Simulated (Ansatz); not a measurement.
**C₃H₅FOSi: a ladder of functionals and wavefunction methods**

The task here is to estimate one member of a computed series from the others.

Method: functionals in def2-TZVPP, the program's frozen cores in correlated methods; program: Ansatz 0.2.0, Gaussian basis.

Plan: PBE-D4, r2SCAN-D4, PBE0-D4, B3LYP-D4, ωB97X-V, ωB97M-V, B2PLYP; CCSD(T)/def2-TZVPP; MP2/def2-QZVPP; extrapolation to the limit.

## The geometry

The geometry comes from an earlier relaxation with PBE0-D4 in a triple-zeta def2 set; it is a stationary point, not always the lowest conformer.

SMILES `FCOC1=C[SiH2]1`, 11 atoms, charge 0, spin multiplicity 1.

Atoms are counted from 1 here; the program's logs count them from 0.

Bond lengths: F1–C2 1.367 Å, C2–O3 1.386 Å, C2–H7 1.094 Å, C2–H8 1.090 Å, O3–C4 1.341 Å, C4–C5 1.329 Å, C4–Si6 1.807 Å, C5–Si6 1.812 Å, C5–H9 1.081 Å, Si6–H10 1.485 Å, Si6–H11 1.484 Å. Angles: F1–C2–O3 110.2°, F1–C2–H7 107.7°, F1–C2–H8 108.4°, O3–C2–H7 111.0°, O3–C2–H8 106.9°, H7–C2–H8 112.6°, C2–O3–C4 115.4°, O3–C4–C5 134.8°, O3–C4–Si6 156.5°, C5–C4–Si6 68.7°, C4–C5–Si6 68.2°, C4–C5–H9 137.4°, Si6–C5–H9 154.3°, C4–Si6–C5 43.1°, C4–Si6–H10 121.8°, C4–Si6–H11 121.8°, C5–Si6–H10 122.1°, C5–Si6–H11 122.4° and more.

The first run:

File in.yaml:

```yaml
crystal:
  periodic: [false, false, false]
  atoms:
    - {symbol: F, position_ang: [-1.168357, -2.103564, 0.609957]}
    - {symbol: C, position_ang: [0.090203, -1.678126, 0.932885]}
    - {symbol: O, position_ang: [0.065305, -0.341701, 1.299193]}
    - {symbol: C, position_ang: [0.018313, 0.531507, 0.282644]}
    - {symbol: C, position_ang: [-0.113059, 1.850202, 0.186318]}
    - {symbol: Si, position_ang: [0.052628, 1.070884, -1.441539]}
    - {symbol: H, position_ang: [0.728733, -1.832539, 0.058133]}
    - {symbol: H, position_ang: [0.429721, -2.238960, 1.804114]}
    - {symbol: H, position_ang: [-0.249279, 2.687699, 0.856103]}
    - {symbol: H, position_ang: [1.316241, 1.128022, -2.219817]}
    - {symbol: H, position_ang: [-1.105049, 0.869474, -2.347492]}
basis:
  gaussian: {orbitals: def2-TZVPP}
hamiltonian: {xc: pbe, dispersion: d4}
output: {forces: true, orbitals: {seedname: orbitals}}
```

Command:

```
ansatz run in.yaml --threads 4 --pin off --events-out ev --progress --plain --max-ram 10444MiB
```

Steps of the session up to this table: PBE-D4 (GGA); r2SCAN-D4 (meta-GGA); PBE0-D4 (hybrid); B3LYP-D4 (hybrid); ωB97X-V (range-separated); ωB97M-V (range-separated); B2PLYP (double hybrid); CCSD(T) in def2-TZVPP; MP2 in def2-QZVPP.

One table of the session follows, with a row left open; its other results are not shown here.

| method | atomisation energy (eV) |
| --- | --- |
| PBE-D4 | 45.683 |
| r2SCAN-D4 | 44.479 |
| PBE0-D4 | 44.501 |
| B3LYP-D4 | 44.103 |
| ωB97X-V | 44.383 |
| ωB97M-V | 44.372 |
| B2PLYP | 43.702 |
| HF/def2-TZVPP | 30.990 |
| MP2/def2-TZVPP | 44.092 |
| CCSD/def2-TZVPP | 42.039 |
| CCSD(T)/def2-TZVPP | 42.900 |
| MP2/CBS | 45.324 |
| CCSD(T)/CBS | ? |

**Question.** Estimate the row for CCSD(T)/CBS.

The run gave: atomisation energy (eV): 44.132. In the column «atomisation energy (eV)» it lies between B3LYP-D4 (44.103) and ωB97M-V (44.372).
